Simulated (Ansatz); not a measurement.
# SnC3: the cost of one run

Program: Ansatz 0.2.0. Level of theory: DFT PBE, scalar-relativistic, plane waves, PAW. These are calculated values, not measurements.

2 further runs of the same task are left out: 1 that didn't finish, 1 set aside as unsound or not needed.

### 1 The structure to begin with

It takes space group I4/mmm (No. 139, tetragonal). Conventional cell: a = 3.873 Å, b = 3.873 Å, c = 8.309 Å, α = 90.00°, β = 90.00°, γ = 90.00°. Sn (site symmetry 4/mmm) has 12 C at 2.74 to 2.84 Å in its first shell of neighbours. C (site symmetry -4m2) is surrounded by 8 C at 2.74 to 2.84 Å and 4 Sn at 2.84 Å. C (site symmetry 4/mmm) is surrounded by 4 Sn at 2.74 Å.

Coordinates:

```cif
data_structure
_symmetry_space_group_name_H-M 'I4/mmm'
_symmetry_Int_Tables_number 139
_cell_length_a 3.8725
_cell_length_b 3.8725
_cell_length_c 8.3085
_cell_angle_alpha 90.000
_cell_angle_beta 90.000
_cell_angle_gamma 90.000
_cell_volume 124.60
loop_
_atom_site_label
_atom_site_type_symbol
_atom_site_symmetry_multiplicity
_atom_site_Wyckoff_symbol
_atom_site_fract_x
_atom_site_fract_y
_atom_site_fract_z
_atom_site_occupancy
Sn1 Sn 2 a 0.00000 0.00000 0.00000 1
C1 C 4 d 0.00000 0.50000 0.25000 1
C2 C 2 b 0.50000 0.50000 0.00000 1
```

Recipe of the guess: species swapped into a database cell of Zn3Ni (I4/mmm, No. 139), with C on the Zn sites and Sn on the Ni sites. Its size is a rough estimate.

### 2 Probe: one point on a coarse mesh

input.yaml

```yaml
crystal:
  lattice:
    - [-1.93625312, 1.93625312, 4.15425855]
    - [1.93625312, -1.93625312, 4.15425855]
    - [1.93625312, 1.93625312, -4.15425855]
  atoms:
    - { symbol: Sn, position: [0.0, 0.0, 0.0] }
    - { symbol: C, position: [0.75, 0.25, 0.5] }
    - { symbol: C, position: [0.25, 0.75, 0.5] }
    - { symbol: C, position: [0.5, 0.5, 0.0] }
basis:
  ecutwfc: 420
kpoints:
  mp_grid: { grid: [6, 6, 6] }
hamiltonian:
  xc: pbe
scf:
  occupations: { method: gaussian, width: 0.1 }
  lower_state_search: "off"
output:
  forces: true
  stress: true
  eigenvalues: true
```

Started as:

```sh
$ ansatz run input.yaml --threads 1 --pin off --max-ram 2560MiB --backend cpu --events-out ev --progress --plain --runs-dir out
```

Q: Estimate wall time and peak memory on 1 thread of Arm Neoverse N1, shared host.

About 4 s, with a peak of 0.33 GiB.
